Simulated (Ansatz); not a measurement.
# NTi: the cost of one run

Program: Ansatz 0.2.0, Gaussian basis. Level of theory: def2-TZVPP, core rule «outside noble gas», up to 10 orbitals frozen. These are calculated values, not measurements.

Plan: UHF; CCSD(T) on ROHF; CCSD(T) on UHF; CCSDT(Q) on ROHF; CCSDT(Q) on UHF.

10 further runs of the same task are left out: 7 for a known fault of the program, 3 set aside as unsound or not needed.

## Step 1: The geometry

The geometry is a PBE0/def2-TZVP stationary point (not a proven minimum).

2 atoms, charge 1, spin multiplicity 5.

Atoms are counted from 1 here; the program's logs count them from 0.

Bond lengths: Ti1–N2 1.985 Å.

## Step 2: UHF

in.yaml

```yaml
crystal:
  periodic: [false, false, false]
  atoms:
    - {symbol: Ti, position_ang: [0.000000, 0.000000, 0.000000]}
    - {symbol: N, position_ang: [0.000000, 0.000000, 1.984600]}
basis:
  gaussian: {orbitals: def2-TZVPP}
total_charge: 1
magnetization: {spin_polarized: true, initial_magnetization: 4}
hamiltonian: {xc: hf}
output: {orbitals: {seedname: orbitals}}
```

The run is started by

```
$ ansatz run in.yaml --threads 1 --pin off --events-out ev --progress --plain --max-ram 2816MiB --backend cpu
```

**Question.** How long does this run take on 1 thread of AMD EPYC 7R13, shared host, and how much memory does it need?

About 17 s, with a peak of 0.26 GiB.
